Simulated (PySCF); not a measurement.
# A diatomic session: MgZn+

One job finds the state of MgZn+, follows it along the bond with each method and fits the curves.

Program: PySCF 2.14.0. Level of theory: Mg 6-31G(d,p), Zn 6-31G(d,p), no relativity. These are calculated values, not measurements.

### 1 The job

The job is set up so:

```yaml
atoms: Mg, Zn
charge: 1
basis: Mg 6-31G(d,p), Zn 6-31G(d,p)
Hamiltonian: no relativity
basis_functions: 52
electrons_treated: 41
masses_in_u: 23.9850, 63.9291
levels: PBE0, PBE, r²SCAN, M06-L, B97-3, r²SCANh, HSE06, HF, MP2, SCS-MP2
grid: 80 radial by 434 angular points
occupations: held fixed by the projection of orbital angular momentum
dissociation_limit: Mg+ + Zn, each in its ground configuration
starting_distance_in_angstrom: 2.645
values_of_2S_to_try: 1, 3
```

Launch:

```bash
$ OMP_NUM_THREADS=1 python dia.py task.json out
```

The job searches for the state first and then visits each distance with every level. Its results follow level by level.

### 2 Search for the lowest state

Unrestricted PBE0 solutions at 2.645 Å, counted from the lowest. The search isn't exhaustive.

```tsv
2Ms+1	unpaired	term	E (eV)	⟨S²⟩	⟨Lz²⟩	μ (D)
2	σ ↑	²Σ⁺	0.00	0.76	0.00	-3.72
2	π ↑	²Π	2.44	0.76	1.00	-4.46
4	σ ↑↑, π ↑	⁴Π	4.30	3.75	1.00	-3.88
4	σ ↑↑↑	⁴Σ⁺	4.61	3.75	0.00	-2.83
2	σ ↑↑, π ↓	not assigned	5.23	1.75	1.00	-3.66
4	σ ↑, π ↑↑	⁴Σ⁻	6.66	3.75	0.00	-4.80
4	σ ↑, π ↑↑	not assigned	8.67	3.75	2.00	-3.95
```

7 of 10 solutions are listed, lowest first.

A term symbol stands only where ⟨S²⟩ and ⟨Lz²⟩ are near those of a pure state. A positive dipole points from Mg to Zn; in an ion it is taken about the centre of mass and does not tell which atom is negative.

The most promising solutions are followed along the bond (rough minima from three points):

```tsv
2Ms+1	unpaired	R at minimum (Å)	energy at minimum (eV)
2	σ ↑	2.63	0.00
4	σ ↑↑, π ↑	not bracketed	≤ 4.25
```

The search made 10 SCF attempts at the starting distance; with the short scans it took 8.9 s of wall time (1 thread of Arm Neoverse V1, shared host).

### 3 First curve: PBE0

State followed: ²Σ⁺ (doublet), unpaired electrons σ ↑. The scan is laid around 2.631 Å.

Output of the SCF at 2.631 Å:

```text
******** <class 'pyscf.dft.uks_symm.SymAdaptedUKS'> ********
method = SymAdaptedUKS
initial guess = minao
damping factor = 0
level_shift factor = 0
DIIS = <class 'pyscf.scf.diis.CDIIS'>
diis_start_cycle = 1
diis_space = 10
diis_damp = 0
SCF conv_tol = 1e-09
SCF conv_tol_grad = None
SCF max_cycles = 60
direct_scf = False
max_memory 909 MB (current use 257 MB)
number electrons alpha = 21  beta = 20
XC library pyscf.dft.libxc version 7.0.0
    S. Lehtola, C. Steigemann, M. J.T. Oliveira, and M. A.L. Marques.,  SoftwareX 7, 1–5 (2018)
XC functionals = PBE0
    C. Adamo and V. Barone.,  J. Chem. Phys. 110, 6158 (1999)
    M. Ernzerhof and G. E. Scuseria.,  J. Chem. Phys. 110, 5029 (1999)
small_rho_cutoff = 0
Overwritten attributes  get_k get_occ get_jk get_j get_hcore  of <class 'pyscf.dft.uks_symm.SymAdaptedUKS'>
<class 'pyscf.dft.uks_symm.SymAdaptedUKS'> does not have attributes  refdm
Set gradient conv threshold to 3.16228e-05
init E= -1978.51186887188
cycle= 1 E= -1978.51014477436  delta_E= 0.00172  |g|= 0.00244  |ddm|= 0.0114
cycle= 2 E= -1978.51014491715  delta_E= -1.43e-07  |g|= 0.00316  |ddm|= 0.0058
cycle= 3 E= -1978.51014697391  delta_E= -2.06e-06  |g|= 0.000184  |ddm|= 0.00202
cycle= 4 E= -1978.51014699749  delta_E= -2.36e-08  |g|= 2.71e-05  |ddm|= 0.000346
cycle= 5 E= -1978.5101469985  delta_E= -1.01e-09  |g|= 1.02e-05  |ddm|= 9.63e-05
cycle= 6 E= -1978.51014699868  delta_E= -1.85e-10  |g|= 4.68e-06  |ddm|= 4.11e-05
Extra cycle  E= -1978.51014699872  delta_E= -3.23e-11  |g|= 4.12e-06  |ddm|= 1.54e-05
converged SCF energy = -1978.51014699872  <S^2> = 0.76295806  2S+1 = 2.0129163
```

The curve and what changes along it:

```tsv
R (Å)	E (eV)	μ (D)	Mulliken charge of Mg (e)	Mayer bond order	⟨S²⟩	HOMO (eV)	LUMO (eV)
2.2627	0.3463	-3.02	0.41	0.94	0.76	-10.25	-7.81
2.3679	0.1512	-3.20	0.46	0.89	0.76	-10.27	-7.86
2.4731	0.0453	-3.38	0.49	0.84	0.76	-10.30	-7.90
2.5521	0.0089	-3.53	0.51	0.80	0.76	-10.33	-7.94
2.6310	0.0000	-3.69	0.53	0.77	0.76	-10.36	-7.98
2.7099	0.0119	-3.86	0.54	0.74	0.76	-10.39	-8.02
2.8152	0.0512	-4.09	0.56	0.70	0.76	-10.43	-8.08
2.9467	0.1247	-4.40	0.58	0.66	0.77	-10.48	-8.16
3.1046	0.2316	-4.79	0.60	0.62	0.77	-10.54	-8.24
3.3151	0.3829	-5.35	0.62	0.57	0.77	-10.61	-8.36
```

The fit gives Re = 2.622 Å, ωe = 231.7 cm⁻¹, ωexe = 1.38 cm⁻¹, αe = 0.00110 cm⁻¹, Be = 0.1406 cm⁻¹, De = 1.48 eV, μ = -3.67 D.

Orbitals nearest the gap at 2.631 Å:

```tsv
spin	orbital	ε (eV)	filled	made of
α	π	-17.90	yes	Zn d 100 %
β	π	-17.85	yes	Zn d 100 %
β	π	-17.85	yes	Zn d 100 %
α	δ	-17.84	yes	Zn d 100 %
α	δ	-17.84	yes	Zn d 100 %
β	δ	-17.79	yes	Zn d 100 %
β	δ	-17.79	yes	Zn d 100 %
α	σ	-13.28	yes	Zn s 60 %, Mg s 34 %
β	σ	-12.92	yes	Zn s 59 %, Mg s 27 %
α	σ	-10.36	yes	Mg s 59 %, Zn s 31 %
β	σ	-7.98	no	Mg s 62 %, Zn s 32 %
α	π	-6.47	no	Mg p 61 %, Zn p 38 %
α	π	-6.47	no	Mg p 61 %, Zn p 38 %
β	π	-6.03	no	Zn p 50 %, Mg p 48 %
```

Polarisability there: 129.8 bohr³ along the bond, 59.1 across it. Without diffuse functions these come out too small, above all across the bond.

### 4 Fields at the reference distance

Orbitals, density, ELF and potential are computed afterwards from the orbital file.

Frontier orbitals at PBE0 (alpha spin), with the share of their density that lies nearest to each atom:

```tsv
orbital	energy (eV)	lies on
HOMO	-10.36	Mg1 64 %; Zn2 36 %
LUMO	-6.47	Mg1 59 %; Zn2 41 %
```

ELF in a plane through or near 2 of the atoms.

Values, 10 rows by 14 columns:
```
0.00 0.00 0.02 0.12 0.18 0.09 0.02 0.01 0.02 0.05 0.04 0.01 0.00 0.00
0.00 0.09 0.71 0.93 0.91 0.69 0.24 0.13 0.39 0.77 0.81 0.54 0.07 0.00
0.02 0.60 0.98 0.99 0.93 0.81 0.60 0.52 0.68 0.54 0.71 0.93 0.59 0.03
0.18 0.95 1.00 0.68 0.10 0.09 0.70 0.82 0.13 0.16 0.11 0.34 0.96 0.30
0.44 0.99 0.97 0.11 0.80 0.67 0.26 0.55 0.23 0.67 0.37 0.12 0.94 0.63
0.49 0.99 0.95 0.11 0.71 0.81 0.18 0.50 0.33 0.58 0.55 0.13 0.92 0.68
0.32 0.98 0.99 0.25 0.29 0.17 0.47 0.69 0.17 0.37 0.18 0.13 0.97 0.49
0.07 0.86 0.99 0.96 0.54 0.48 0.75 0.76 0.30 0.12 0.15 0.79 0.87 0.12
0.01 0.41 0.94 0.98 0.95 0.81 0.48 0.37 0.67 0.77 0.88 0.88 0.38 0.01
0.00 0.02 0.23 0.58 0.64 0.39 0.08 0.04 0.11 0.33 0.33 0.13 0.01 0.00
```
The map spans 7.8 Å across and 5.2 Å up, centred on the molecule. Atoms in the plane (x, y in Å): Mg1 (-1.3, 0.0), Zn2 (1.3, 0.0).

On the surface of density 0.002 e/bohr³ the electrostatic potential runs, from the 1st to the 99th percentile, from 5.87 V near Zn2 to 6.91 V near Mg1.

The spin density lies nearest to Mg1 63 %; Zn2 37 %.

### 5 Higher solutions at PBE0

State 2: ⁴Π (quartet), unpaired electrons σ ↑↑, π ↑, an excited solution.

Log of the SCF at 2.631 Å:

```text
[... 13 set-up lines left out, the same as in an earlier log ...]
max_memory 909 MB (current use 298 MB)
number electrons alpha = 22  beta = 19
[... 7 set-up lines left out, the same as in an earlier log ...]
init E= -1978.35318910522
cycle= 1 E= -1978.35199286181  delta_E= 0.0012  |g|= 0.00184  |ddm|= 0.0109
cycle= 2 E= -1978.35199287294  delta_E= -1.11e-08  |g|= 0.00234  |ddm|= 0.00401
cycle= 3 E= -1978.35199403552  delta_E= -1.16e-06  |g|= 0.000124  |ddm|= 0.00152
cycle= 4 E= -1978.35199404401  delta_E= -8.49e-09  |g|= 2.27e-05  |ddm|= 0.000266
cycle= 5 E= -1978.35199404463  delta_E= -6.21e-10  |g|= 9.41e-06  |ddm|= 9.37e-05
Extra cycle  E= -1978.35199404468  delta_E= -5.55e-11  |g|= 1.08e-05  |ddm|= 4.6e-05
converged SCF energy = -1978.35199404468  <S^2> = 3.7505923  2S+1 = 4.0002961
```

Re = 2.868 Å, ωe = 142.0 cm⁻¹, Be = 0.1175 cm⁻¹, μ = -4.06 D. Its minimum lies 4.25 eV above that of the lowest state.

Energy (eV) from the lowest point of the lowest state:

```tsv
R (Å)	lowest	state 2
2.263	0.346	4.817
2.368	0.151	4.582
2.473	0.045	4.429
2.552	0.009	4.354
2.631	0.000	4.304
2.710	0.012	4.273
2.815	0.051	4.255
2.947	0.125	4.257
3.105	0.232	4.279
3.315	0.383	4.324
```

### 6 PBE (GGA)

Output of the SCF at 2.631 Å:

```text
[... 13 set-up lines left out, the same as in an earlier log ...]
max_memory 909 MB (current use 269 MB)
[... 3 set-up lines left out, the same as in an earlier log ...]
XC functionals = PBE
    J. P. Perdew, K. Burke, and M. Ernzerhof.,  Phys. Rev. Lett. 77, 3865 (1996)
    J. P. Perdew, K. Burke, and M. Ernzerhof.,  Phys. Rev. Lett. 78, 1396 (1997)
    J. P. Perdew, K. Burke, and M. Ernzerhof.,  Phys. Rev. Lett. 77, 3865 (1996)
    J. P. Perdew, K. Burke, and M. Ernzerhof.,  Phys. Rev. Lett. 78, 1396 (1997)
[... 2 set-up lines left out, the same as in an earlier log ...]
init E= -1978.45895674433
cycle= 1 E= -1978.45930945057  delta_E= -0.000353  |g|= 0.0739  |ddm|= 0.17
cycle= 2 E= -1978.45769934409  delta_E= 0.00161  |g|= 0.118  |ddm|= 0.117
cycle= 3 E= -1978.46031790104  delta_E= -0.00262  |g|= 0.00397  |ddm|= 0.0741
cycle= 4 E= -1978.46033577727  delta_E= -1.79e-05  |g|= 0.000906  |ddm|= 0.0108
cycle= 5 E= -1978.46033677731  delta_E= -1e-06  |g|= 9.45e-05  |ddm|= 0.00222
cycle= 6 E= -1978.46033680065  delta_E= -2.33e-08  |g|= 1.66e-05  |ddm|= 0.000414
cycle= 7 E= -1978.46033680101  delta_E= -3.6e-10  |g|= 6.09e-06  |ddm|= 6.33e-05
Extra cycle  E= -1978.46033680095  delta_E= 5.73e-11  |g|= 1.26e-05  |ddm|= 4.22e-05
converged SCF energy = -1978.46033680095  <S^2> = 0.7545834  2S+1 = 2.0045782
```

Re = 2.567 Å, ωe = 246.2 cm⁻¹, ωexe = 1.56 cm⁻¹, αe = 0.00117 cm⁻¹, Be = 0.1467 cm⁻¹, De = 1.63 eV, μ = -3.70 D.

### 7 r²SCAN

The SCF at the reference distance, 2.631 Å, printed:

```text
[... 17 set-up lines left out, the same as in an earlier log ...]
XC functionals = R2SCAN
    J. W. Furness, A. D. Kaplan, J. Ning, J. P. Perdew, and J. Sun.,  J. Phys. Chem. Lett. 11, 8208-8215 (2020)
    J. W. Furness, A. D. Kaplan, J. Ning, J. P. Perdew, and J. Sun.,  J. Phys. Chem. Lett. 11, 9248-9248 (2020)
    J. W. Furness, A. D. Kaplan, J. Ning, J. P. Perdew, and J. Sun.,  J. Phys. Chem. Lett. 11, 8208-8215 (2020)
    J. W. Furness, A. D. Kaplan, J. Ning, J. P. Perdew, and J. Sun.,  J. Phys. Chem. Lett. 11, 9248-9248 (2020)
[... 2 set-up lines left out, the same as in an earlier log ...]
init E= -1978.80501874919
cycle= 1 E= -1978.80562109695  delta_E= -0.000602  |g|= 0.0102  |ddm|= 0.0905
cycle= 2 E= -1978.80562344955  delta_E= -2.35e-06  |g|= 0.0129  |ddm|= 0.021
cycle= 3 E= -1978.80565856527  delta_E= -3.51e-05  |g|= 0.000928  |ddm|= 0.00796
cycle= 4 E= -1978.80565901349  delta_E= -4.48e-07  |g|= 0.000759  |ddm|= 0.00377
cycle= 5 E= -1978.80565962203  delta_E= -6.09e-07  |g|= 0.000103  |ddm|= 0.00156
cycle= 6 E= -1978.80565964406  delta_E= -2.2e-08  |g|= 2.76e-05  |ddm|= 0.000414
cycle= 7 E= -1978.80565964528  delta_E= -1.22e-09  |g|= 5.62e-06  |ddm|= 9.48e-05
cycle= 8 E= -1978.80565964538  delta_E= -9.37e-11  |g|= 1.44e-06  |ddm|= 3.1e-05
Extra cycle  E= -1978.80565964538  delta_E= -9.09e-13  |g|= 2.02e-06  |ddm|= 7.55e-06
converged SCF energy = -1978.80565964538  <S^2> = 0.76845754  2S+1 = 2.0183731
```

Re = 2.574 Å, ωe = 248.0 cm⁻¹, ωexe = 1.52 cm⁻¹, αe = 0.00112 cm⁻¹, Be = 0.1459 cm⁻¹, De = 1.55 eV, μ = -3.84 D. 13 s of CPU time for 12 points, integrals apart.

### 8 M06-L

Log of the SCF at 2.631 Å:

```text
[... 13 set-up lines left out, the same as in an earlier log ...]
max_memory 909 MB (current use 278 MB)
[... 3 set-up lines left out, the same as in an earlier log ...]
XC functionals = M06L
    Y. Zhao and D. G. Truhlar.,  J. Chem. Phys. 125, 194101 (2006)
    Y. Zhao and D. G. Truhlar.,  J. Chem. Phys. 125, 194101 (2006)
    Y. Zhao and D. G. Truhlar.,  Theor. Chem. Acc. 120, 215 (2008)
[... 2 set-up lines left out, the same as in an earlier log ...]
init E= -1978.77972827233
cycle= 1 E= -1978.78169042824  delta_E= -0.00196  |g|= 0.0323  |ddm|= 0.173
cycle= 2 E= -1978.78163256572  delta_E= 5.79e-05  |g|= 0.041  |ddm|= 0.0821
cycle= 3 E= -1978.78216049642  delta_E= -0.000528  |g|= 0.0019  |ddm|= 0.0356
cycle= 4 E= -1978.78216408876  delta_E= -3.59e-06  |g|= 0.00106  |ddm|= 0.00846
cycle= 5 E= -1978.78216463574  delta_E= -5.47e-07  |g|= 0.000884  |ddm|= 0.00623
cycle= 6 E= -1978.78216584695  delta_E= -1.21e-06  |g|= 0.000119  |ddm|= 0.00201
cycle= 7 E= -1978.78216586158  delta_E= -1.46e-08  |g|= 4.57e-05  |ddm|= 0.000263
cycle= 8 E= -1978.78216586373  delta_E= -2.15e-09  |g|= 1.09e-05  |ddm|= 0.000208
cycle= 9 E= -1978.78216586389  delta_E= -1.61e-10  |g|= 1.93e-06  |ddm|= 3.25e-05
Extra cycle  E= -1978.78216586389  delta_E= -1.36e-12  |g|= 2e-06  |ddm|= 9.53e-06
converged SCF energy = -1978.78216586389  <S^2> = 0.75972941  2S+1 = 2.0097059
```

Re = 2.577 Å, ωe = 248.2 cm⁻¹, ωexe = 2.10 cm⁻¹, αe = 0.00128 cm⁻¹, Be = 0.1456 cm⁻¹, De = 1.57 eV, μ = -3.60 D. 13 s of CPU time for 12 points, integrals apart.

### 9 B97-3 (global hybrid GGA)

The SCF at the reference distance, 2.631 Å, printed:

```text
[... 17 set-up lines left out, the same as in an earlier log ...]
XC functionals = HYB_GGA_XC_B97_3
    T. W. Keal and D. J. Tozer.,  J. Chem. Phys. 123, 121103 (2005)
[... 2 set-up lines left out, the same as in an earlier log ...]
init E= -1978.68429945624
cycle= 1 E= -1978.68485243637  delta_E= -0.000553  |g|= 0.0235  |ddm|= 0.105
cycle= 2 E= -1978.68502667918  delta_E= -0.000174  |g|= 0.0236  |ddm|= 0.0585
cycle= 3 E= -1978.68518012382  delta_E= -0.000153  |g|= 0.00265  |ddm|= 0.0158
cycle= 4 E= -1978.6851846549  delta_E= -4.53e-06  |g|= 0.000741  |ddm|= 0.00573
cycle= 5 E= -1978.68518554772  delta_E= -8.93e-07  |g|= 0.000332  |ddm|= 0.00471
cycle= 6 E= -1978.68518570236  delta_E= -1.55e-07  |g|= 4.92e-05  |ddm|= 0.000905
cycle= 7 E= -1978.68518570705  delta_E= -4.7e-09  |g|= 1e-05  |ddm|= 0.000297
cycle= 8 E= -1978.68518570725  delta_E= -2.01e-10  |g|= 2.75e-06  |ddm|= 3.43e-05
Extra cycle  E= -1978.68518570726  delta_E= -1.23e-11  |g|= 1.11e-06  |ddm|= 1.12e-05
converged SCF energy = -1978.68518570726  <S^2> = 0.75453662  2S+1 = 2.0045315
```

Re = 2.663 Å, ωe = 216.5 cm⁻¹, ωexe = 1.44 cm⁻¹, αe = 0.00116 cm⁻¹, Be = 0.1363 cm⁻¹, De = 1.45 eV, μ = -3.76 D. 7 s of CPU time for 12 points, integrals apart.

### 10 r²SCANh (hybrid meta-GGA)

Log of the SCF at 2.631 Å:

```text
[... 17 set-up lines left out, the same as in an earlier log ...]
XC functionals = HYB_MGGA_XC_R2SCANH
    M. Bursch, H. Neugebauer, S. Ehlert, and S. Grimme.,  J. Chem. Phys. 156, 134105 (2022)
[... 2 set-up lines left out, the same as in an earlier log ...]
init E= -1978.79318721752
cycle= 1 E= -1978.793546029  delta_E= -0.000359  |g|= 0.00965  |ddm|= 0.0584
cycle= 2 E= -1978.79354170464  delta_E= 4.32e-06  |g|= 0.0143  |ddm|= 0.0211
cycle= 3 E= -1978.79358612977  delta_E= -4.44e-05  |g|= 0.00061  |ddm|= 0.0095
cycle= 4 E= -1978.79358740624  delta_E= -1.28e-06  |g|= 0.000341  |ddm|= 0.00347
cycle= 5 E= -1978.7935875759  delta_E= -1.7e-07  |g|= 8.44e-05  |ddm|= 0.00101
cycle= 6 E= -1978.79358759393  delta_E= -1.8e-08  |g|= 3.44e-05  |ddm|= 0.000306
cycle= 7 E= -1978.79358759702  delta_E= -3.09e-09  |g|= 5.84e-06  |ddm|= 0.00017
cycle= 8 E= -1978.79358759718  delta_E= -1.6e-10  |g|= 1.39e-06  |ddm|= 4.56e-05
Extra cycle  E= -1978.79358759719  delta_E= -4.55e-12  |g|= 1.08e-06  |ddm|= 8.24e-06
converged SCF energy = -1978.79358759719  <S^2> = 0.77116691  2S+1 = 2.0210561
```

Re = 2.593 Å, ωe = 241.8 cm⁻¹, ωexe = 1.48 cm⁻¹, αe = 0.00112 cm⁻¹, Be = 0.1437 cm⁻¹, De = 1.50 eV, μ = -3.84 D.

### 11 HSE06 (range-separated hybrid)

The SCF at the reference distance, 2.631 Å, printed:

```text
[... 13 set-up lines left out, the same as in an earlier log ...]
max_memory 909 MB (current use 279 MB)
[... 3 set-up lines left out, the same as in an earlier log ...]
XC functionals = HSE06
    J. Heyd, G. E. Scuseria, and M. Ernzerhof.,  J. Chem. Phys. 118, 8207 (2003)
    J. Heyd, G. E. Scuseria, and M. Ernzerhof.,  J. Chem. Phys. 124, 219906 (2006)
    A. V. Krukau, O. A. Vydrov, A. F. Izmaylov, and G. E. Scuseria.,  J. Chem. Phys. 125, 224106 (2006)
[... 2 set-up lines left out, the same as in an earlier log ...]
init E= -1978.52524671748
cycle= 1 E= -1978.52525671318  delta_E= -1e-05  |g|= 0.0161  |ddm|= 0.0235
cycle= 2 E= -1978.5252247634  delta_E= 3.19e-05  |g|= 0.0206  |ddm|= 0.0181
cycle= 3 E= -1978.52530256938  delta_E= -7.78e-05  |g|= 0.000741  |ddm|= 0.0105
cycle= 4 E= -1978.5253032225  delta_E= -6.53e-07  |g|= 7.48e-05  |ddm|= 0.00168
cycle= 5 E= -1978.52530322816  delta_E= -5.66e-09  |g|= 2.22e-05  |ddm|= 0.000185
cycle= 6 E= -1978.52530322965  delta_E= -1.49e-09  |g|= 3.86e-06  |ddm|= 0.000103
cycle= 7 E= -1978.52530322969  delta_E= -4.82e-11  |g|= 1.26e-06  |ddm|= 1.84e-05
Extra cycle  E= -1978.52530322969  delta_E= 4.55e-13  |g|= 7.24e-07  |ddm|= 4.16e-06
converged SCF energy = -1978.52530322969  <S^2> = 0.76200631  2S+1 = 2.0119705
```

Re = 2.614 Å, ωe = 233.6 cm⁻¹, ωexe = 1.40 cm⁻¹, αe = 0.00111 cm⁻¹, Be = 0.1415 cm⁻¹, De = 1.49 eV, μ = -3.75 D.

### 12 ROHF (mean field)

Log of the SCF at 2.631 Å:

```text
******** <class 'pyscf.scf.hf_symm.SymAdaptedROHF'> ********
method = SymAdaptedROHF
[... 11 set-up lines left out, the same as in an earlier log ...]
max_memory 909 MB (current use 282 MB)
num. doubly occ = 20  num. singly occ = 1
Overwritten attributes  get_k get_occ get_jk get_j get_hcore  of <class 'pyscf.scf.hf_symm.SymAdaptedROHF'>
<class 'pyscf.scf.hf_symm.SymAdaptedROHF'> does not have attributes  refdm
[... 1 set-up line left out, the same as in an earlier log ...]
init E= -1976.85803648219
cycle= 1 E= -1976.85987700526  delta_E= -0.00184  |g|= 0.0918  |ddm|= 0.273
cycle= 2 E= -1976.86095496096  delta_E= -0.00108  |g|= 0.065  |ddm|= 0.0972
cycle= 3 E= -1976.86152112766  delta_E= -0.000566  |g|= 0.00748  |ddm|= 0.0268
cycle= 4 E= -1976.86180579687  delta_E= -0.000285  |g|= 0.00391  |ddm|= 0.0421
cycle= 5 E= -1976.86195864016  delta_E= -0.000153  |g|= 0.00119  |ddm|= 0.0474
cycle= 6 E= -1976.86196727872  delta_E= -8.64e-06  |g|= 0.000336  |ddm|= 0.011
cycle= 7 E= -1976.86196773019  delta_E= -4.51e-07  |g|= 6.04e-05  |ddm|= 0.0033
cycle= 8 E= -1976.86196773424  delta_E= -4.05e-09  |g|= 1.44e-05  |ddm|= 0.000375
cycle= 9 E= -1976.86196773538  delta_E= -1.14e-09  |g|= 3.04e-06  |ddm|= 0.000149
cycle= 10 E= -1976.8619677354  delta_E= -1.59e-11  |g|= 9.42e-07  |ddm|= 1.38e-05
Extra cycle  E= -1976.8619677354  delta_E= 4.55e-13  |g|= 3.43e-07  |ddm|= 2.37e-06
converged SCF energy = -1976.8619677354
```

Re = 2.828 Å, ωe = 186.7 cm⁻¹, ωexe = 1.25 cm⁻¹, αe = 0.00103 cm⁻¹, Be = 0.1208 cm⁻¹, De = 0.84 eV, μ = -3.19 D.

### 13 MP2

Reference: ROHF; core orbitals frozen: 6.

Correlation energy (eV) along the bond:

```tsv
R (Å)	MP2	SCS-MP2
2.263	-8.450	-7.664
2.368	-8.379	-7.601
2.473	-8.311	-7.542
2.552	-8.263	-7.500
2.631	-8.218	-7.461
2.710	-8.177	-7.424
2.815	-8.126	-7.380
2.947	-8.071	-7.332
3.105	-8.016	-7.283
3.315	-7.959	-7.233
```

ROHF-MP2: Re = 2.650 Å, ωe = 230.9 cm⁻¹, ωexe = 1.34 cm⁻¹, αe = 0.00104 cm⁻¹, Be = 0.1376 cm⁻¹, De = 1.18 eV.

ROHF-SCS-MP2: Re = 2.670 Å, ωe = 225.0 cm⁻¹, ωexe = 1.32 cm⁻¹, αe = 0.00103 cm⁻¹, Be = 0.1355 cm⁻¹, De = 1.14 eV.

### 14 All curves

Energy (eV) from each level's lowest point:

```tsv
R (Å)	ROHF	ROHF-MP2	ROHF-SCS-MP2	PBE	r²SCAN	M06-L	r²SCANh	PBE0	B97-3	HSE06
2.263	0.696	0.410	0.439	0.267	0.281	0.286	0.307	0.346	0.400	0.334
2.368	0.406	0.191	0.211	0.099	0.107	0.112	0.123	0.151	0.189	0.143
2.473	0.213	0.066	0.077	0.019	0.022	0.024	0.029	0.045	0.067	0.041
2.552	0.117	0.018	0.024	0.000	0.000	0.000	0.001	0.009	0.020	0.007
2.631	0.054	0.000	0.000	0.007	0.005	0.004	0.000	0.000	0.000	0.000
2.710	0.018	0.005	0.000	0.033	0.030	0.029	0.020	0.012	0.001	0.014
2.815	0.000	0.038	0.026	0.088	0.085	0.081	0.068	0.051	0.027	0.056
2.947	0.014	0.106	0.088	0.176	0.175	0.167	0.152	0.125	0.085	0.131
3.105	0.063	0.211	0.186	0.295	0.297	0.290	0.268	0.232	0.173	0.240
3.315	0.156	0.361	0.329	0.453	0.463	0.458	0.428	0.383	0.303	0.393
```

The whole job (state search and all levels along the bond) took 2.3 min on 1 thread of Arm Neoverse V1 (shared host), peak memory 0.62 GiB.

### 15 What came out

Lowest PBE0 solution found, without spin–orbit coupling: ²Σ⁺ (doublet), unpaired electrons σ ↑. State 2 has its PBE0 minimum 4.25 eV higher. The other levels ran on the lowest alone.

```tsv
level	Re (Å)	ωe (cm⁻¹)	De (eV)	μ (D)
ROHF	2.828	186.7	0.84	-3.19
ROHF-MP2	2.650	230.9	1.18	n/a
ROHF-SCS-MP2	2.670	225.0	1.14	n/a
PBE	2.567	246.2	1.63	-3.70
r²SCAN	2.574	248.0	1.55	-3.84
M06-L	2.577	248.2	1.57	-3.60
r²SCANh	2.593	241.8	1.50	-3.84
PBE0	2.622	231.7	1.48	-3.67
B97-3	2.663	216.5	1.45	-3.76
HSE06	2.614	233.6	1.49	-3.75
```

De is counted to Mg+ + Zn in their ground configurations. A positive dipole points from Mg to Zn; in an ion it is taken about the centre of mass and does not tell which atom is negative.

Time per point (s) on 1 thread of Arm Neoverse V1, shared host (CPU time, shared integrals of 0.37 s apart; correlated levels include their reference); the times are rough: ROHF 0.12, ROHF-MP2 0.28, ROHF-SCS-MP2 0.28, PBE 0.69, r²SCAN 1, M06-L 1.1, r²SCANh 1.1, PBE0 1.2, B97-3 0.59, HSE06 1.4.

In words: The methods spread over 0.261 Å in bond length, from PBE to ROHF. Of the levels with a De here, ROHF gives the least (0.84 eV) and PBE the most (1.63 eV).

Correlated steps freeze 6 core orbitals.
